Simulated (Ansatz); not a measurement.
# ZnS: the cost of one run

Method: DFT LDA, frozen-core PAW, scalar-relativistic unless said, in Ansatz 0.2.0.

1 further run of the same task is left out (it didn't finish).

**1. The structure to begin with**

It takes space group P6_3mc (No. 186, hexagonal). The conventional cell has a = 3.811 Å, b = 3.811 Å, c = 6.234 Å, α = 90.00°, β = 90.00°, γ = 120.00°. Zn (site symmetry 3m) is surrounded by 4 S at 2.31 to 2.40 Å. S (site symmetry 3m) is surrounded by 4 Zn at 2.31 to 2.40 Å.

As a file:

```
Zn S
1.0
     3.81100    0.00000    0.00000
    -1.90550    3.30042    0.00000
     0.00000    0.00000    6.23400
Zn S
2 2
Cartesian
  0.0000 2.2003 0.0000
  1.9055 1.1001 3.1170
  0.0000 2.2003 2.4001
  1.9055 1.1001 5.5171
```

Cartesian axes are those of the input's lattice vectors. The structure goes back to a database entry.

**2. Cell and atoms relaxed, PAW**

input.yaml reads:

```yaml
crystal:
  lattice:
    - [3.81099999999, 0.0, 0.0]
    - [-1.9055, 3.30042281381, 0.0]
    - [0.0, 0.0, 6.234]
  atoms:
    - { symbol: Zn, position: [0.333333333333, 0.666666666667, 0.0] }
    - { symbol: Zn, position: [0.666666666667, 0.333333333333, 0.5] }
    - { symbol: S, position: [0.333333333333, 0.666666666667, 0.385] }
    - { symbol: S, position: [0.666666666667, 0.333333333333, 0.885] }
kpoints:
  mp_grid: { grid: [10, 10, 6] }
scf:
  occupations: { method: fermi_dirac, width: 0.08 }
hamiltonian:
  xc: lda
  pseudopotentials: { kind: paw }
relax:
  f_tol: 0.002
  max_steps: 80
  cell: {}
output:
  forces: true
  stress: true
```

Run with:

```bash
ansatz run input.yaml --threads 1 --pin off --max-ram 3072MiB --backend cpu --events-out ev --progress --plain --runs-dir out
```

Q: Estimate wall time and peak memory on 1 thread of Intel Xeon Platinum 8488C (Sapphire Rapids), shared host.

About 30 s, with a peak of 0.42 GiB.
